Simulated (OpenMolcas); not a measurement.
# Au⁴⁺ among point charges: CASSCF and CASPT2 levels and susceptibility

Aim: the splitting of the states of Au⁴⁺ in the field of 8 point charges, its lowest levels with spin-orbit coupling and its magnetic susceptibility.

Program: OpenMolcas 26.06. Level of theory: state-averaged CASSCF and CASPT2, spin-orbit coupling by RASSI with atomic mean-field integrals. These are calculated values, not measurements, unless marked.

### Step 1. What is computed

* Species: Au⁴⁺ (gold, Z = 79, 75 electrons)
* Basis: ANO-RCC-VDZP [7s6p4d2f], 59 functions
* Scalar Hamiltonian: DKH2, point nucleus
* Inactive shells: 1s 2s 2p 3s 3p 3d 4s 4p 4d 4f 5s 5p
* Active space: 7 electrons in 5 orbitals (5d)
* Some configurations of this space: 5d7
* Orbitals: optimised for each spin and parity, averaged over all roots

Outer shells as boxes (Hund's rule):

5d7
```
5d [↑↓][↑↓][↑ ][↑ ][↑ ]
```

The ion sits among 8 point charges of -1 e arranged as a cube (Oh), 1.82 Å from the ion.

The work runs as a chain of OpenMolcas steps in one folder; each step below is one input file. Labels, J, g values, rates, χT and fits are worked out afterwards by a script from the matrices that RASSI stores. The input lists half of the charges; inversion (Group=XYZ) makes the rest.

### Step 2. Basis and integrals

Input file a.inp:

```
&GATEWAY
Coord
1

Au 0.0 0.0 0.0
Basis=ANO-RCC-VDZP
Group=XYZ
NoMove
AngMom=0.0 0.0 0.0
AMFI
XField
4 Angstrom 0
1.050777 1.050777 1.050777 -1.000000
1.050777 1.050777 -1.050777 -1.000000
1.050777 -1.050777 1.050777 -1.000000
1.050777 -1.050777 -1.050777 -1.000000
&SEWARD
```

Command:

```console
$ OMP_NUM_THREADS=1 MOLCAS_MEM=1689 MOLCAS_PROJECT=a pymolcas a.inp > a.log
```

### Step 3. CASSCF: quartets of even parity, 10 roots

Input file a.inp:

```
&RASSCF
FileOrb=start.orb
Symmetry=1
Spin=4
nActEl=7 0 0
Inactive=15 19
Ras2=5 0
CIRoot=10 10 1
SDav=10
CIMx=300
Iter=120 100
PrWF=0.3
OrbListing=Nothing
MaxOrb=0
>>> COPY $Project.JobIph JOB001
```

start.orb holds the contracted functions of the basis, ordered by shell, or the orbitals of the step before.

### Step 4. CASSCF: doublets of even parity, 40 roots

Input file a.inp:

```
&RASSCF
FileOrb=start.orb
Symmetry=1
Spin=2
nActEl=7 0 0
Inactive=15 19
Ras2=5 0
CIRoot=40 40 1
SDav=40
CIMx=300
Iter=120 100
PrWF=0.3
OrbListing=Nothing
MaxOrb=0
>>> COPY $Project.JobIph JOB002
```

### Step 5. RASSI: spin-orbit coupling between the states

Input file a.inp:

```
&RASSI
NrOfJobIphs=2 10 40
1 2 3 4 5 6 7 8 9 10
1 2 3 4 5 6 7 8 9 10 11 12 13 14 15 16 17 18 19 20 21 22 23 24 25 26 27
28 29 30 31 32 33 34 35 36 37 38 39 40
IphNames
JOB001
JOB002
EJob
SpinOrbit
DIPRint=1.0
SOCoupling=1000.0
Subsets=2
Property=9
'ANGMOM' 1 'ANGMOM' 2 'ANGMOM' 3 'MLTPL  1' 1 'MLTPL  1' 2 'MLTPL  1' 3
'AMFI' 1 'AMFI' 2 'AMFI' 3
SOProperty=3
'ANGMOM' 1 'ANGMOM' 2 'ANGMOM' 3
```

### Step 6. CASPT2: IPEA 0.25, imaginary shift 0.1 (closed shells correlated: 5s 5p)

Input file a.inp:

```
>>> COPY JOB001 $Project.JobIph
&CASPT2
Multistate=10 1 2 3 4 5 6 7 8 9 10
NoMult
Frozen=14 16
IPEA=0.25
Imaginary=0.1
MaxIter=60
WThr=0.0 0.3 0.05
PrWF=0.5
NoMix
>>> COPY JOB002 $Project.JobIph
&CASPT2
Multistate=40 1 2 3 4 5 6 7 8 9 10 11 12 13 14 15 16 17 18 19 20 21 22
23 24 25 26 27 28 29 30 31 32 33 34 35 36 37 38 39 40
NoMult
Frozen=14 16
IPEA=0.25
Imaginary=0.1
MaxIter=60
WThr=0.0 0.3 0.05
PrWF=0.5
NoMix
```

(Steps that only read results are left out.)

What does the calculation give? Wanted: spin-free ground state; first state of the same spin within the active space; lowest level; next level.

**Answer**, as computed:

| quantity | value |
| --- | --- |
| method | SS-CASPT2, IPEA 0.25, imaginary shift 0.1 (closed shells correlated: 5s 5p) |
| spin-free ground state | 4A2, 1-fold in its orbital part |
| first state of the same spin within the active space | 4T2 at 5890 cm⁻¹ |
| lowest level | 4-fold Γ8 |
| next level | 3022.2 cm⁻¹ |
| χT at 300 K | 4.00 cm³ K/mol |
| effective moment at 300 K | 5.65 μB |

Cost by method:

| method | time of its own steps | time with the reference |
| --- | --- | --- |
| A. CASSCF | 8.8 s | 8.8 s |
| B. SS-CASPT2, IPEA 0.25, imaginary shift 0.1, +5s 5p | 3.3 s | 12 s |

Times are of one thread on a shared host.

**Reading.** The spin-free ground state (4A2) comes to 100 % from free-ion F terms and keeps the highest spin of the shell. χT at 300 K is 4.00, against 1.88 cm³ K/mol for the spin alone, so orbital moment adds to it. A ligand-field fit to the states below 45000 cm-1 gives 10Dq = -6065 cm-1, B = 850 cm-1 and C = 3793 cm-1 (C/B = 4.46), with a deviation of 301 cm-1. CASPT2 does not keep the components of a term degenerate, and the means are used. The field of point charges can differ much from that of real complexes. With metal d orbitals alone active, the gaps between spin states are rough; where two lie within a few thousand cm-1, their order is open. Point charges carry no covalency, so the field is a model and not that of real ligands.
